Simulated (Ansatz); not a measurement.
**C₂H₈InNO₂: small, medium and large basis sets**

How large a basis does C₂H₈InNO₂ need? Two functionals are run in growing sets.

Program: Ansatz 0.2.0, Gaussian basis. Level of theory: one geometry, several basis sets. These are calculated values, not measurements.

Plan: PBE0-D4/def2-SVP; ωB97M-V/def2-SVP; PBE0-D4/def2-QZVPP; ωB97M-V/def2-QZVPP; the functionals' def2-TZVPP values are taken from earlier runs.

**1. The relaxed structure**

An earlier PBE0-D4 in a triple-zeta def2 set relaxation fixed the geometry. In takes the def2 core potential; no spin-orbit term is included.

SMILES `C[N](C)[In]([OH])[OH]`, 14 atoms, charge 0, spin multiplicity 1.

Atoms are counted from 1 here; the program's logs count them from 0.

Bond lengths: C1–N2 1.437 Å, C1–H7 1.101 Å, C1–H8 1.101 Å, C1–H9 1.093 Å, N2–C3 1.440 Å, N2–In4 1.995 Å, C3–H10 1.101 Å, C3–H11 1.092 Å, C3–H12 1.101 Å, In4–O5 1.976 Å, In4–O6 1.984 Å, O5–H13 0.960 Å, O6–H14 0.960 Å. Angles: N2–C1–H7 112.0°, N2–C1–H8 111.5°, N2–C1–H9 111.4°, H7–C1–H8 107.0°, H7–C1–H9 107.4°, H8–C1–H9 107.3°, C1–N2–C3 113.6°, C1–N2–In4 123.9°, C3–N2–In4 122.4°, N2–C3–H10 111.8°, N2–C3–H11 111.2°, N2–C3–H12 111.3°, H10–C3–H11 107.6°, H10–C3–H12 107.1°, H11–C3–H12 107.6°, N2–In4–O5 119.1°, N2–In4–O6 125.4°, O5–In4–O6 115.5° and more.

**2. PBE0-D4 in def2-SVP**

Input file in.yaml:

```yaml
crystal:
  periodic: [false, false, false]
  atoms:
    - {symbol: C, position_ang: [-0.399307, -1.164214, 1.225440]}
    - {symbol: N, position_ang: [0.269719, -0.340053, 0.256319]}
    - {symbol: C, position_ang: [1.700744, -0.502810, 0.251966]}
    - {symbol: In, position_ang: [-0.658007, 0.995945, -0.899713]}
    - {symbol: O, position_ang: [0.411238, 2.090177, -2.150707]}
    - {symbol: O, position_ang: [-2.614922, 1.318520, -0.942448]}
    - {symbol: H, position_ang: [-0.067131, -0.945115, 2.252379]}
    - {symbol: H, position_ang: [-0.209330, -2.233796, 1.046464]}
    - {symbol: H, position_ang: [-1.482133, -1.017387, 1.194610]}
    - {symbol: H, position_ang: [2.143437, -0.250445, 1.228037]}
    - {symbol: H, position_ang: [2.168804, 0.137321, -0.498678]}
    - {symbol: H, position_ang: [1.985141, -1.542049, 0.026532]}
    - {symbol: H, position_ang: [-0.142427, 2.683790, -2.663731]}
    - {symbol: H, position_ang: [-3.105826, 0.770114, -0.326470]}
basis:
  gaussian: {orbitals: def2-SVP}
hamiltonian: {xc: pbe0, dispersion: d4}
output: {orbitals: {seedname: orbitals}}
```

Command:

```bash
$ ansatz run in.yaml --threads 4 --pin off --events-out ev --progress --plain --max-ram 11315MiB
```

After this run come: ωB97M-V in def2-SVP; PBE0-D4 in def2-QZVPP; ωB97M-V in def2-QZVPP.

Q: Predict the results of all the runs planned. Wanted: PBE0-D4: double and triple zeta above quadruple; ωB97M-V: double and triple zeta above quadruple.

**Answer**, as computed:

| quantity | value |
| --- | --- |
| PBE0-D4: double and triple zeta above quadruple | 10.32, 0.53 eV |
| ωB97M-V: double and triple zeta above quadruple | 10.64, 0.52 eV |

For PBE0-D4 the step from double to triple zeta gains 9.78 eV and the next only 0.53 eV. Total energies overstate the basis error of differences, where much of it tends to cancel. The LUMO of ωB97M-V is positive and keeps falling with the basis (0.80 to 0.11 eV): an unbound level that the basis holds in place.
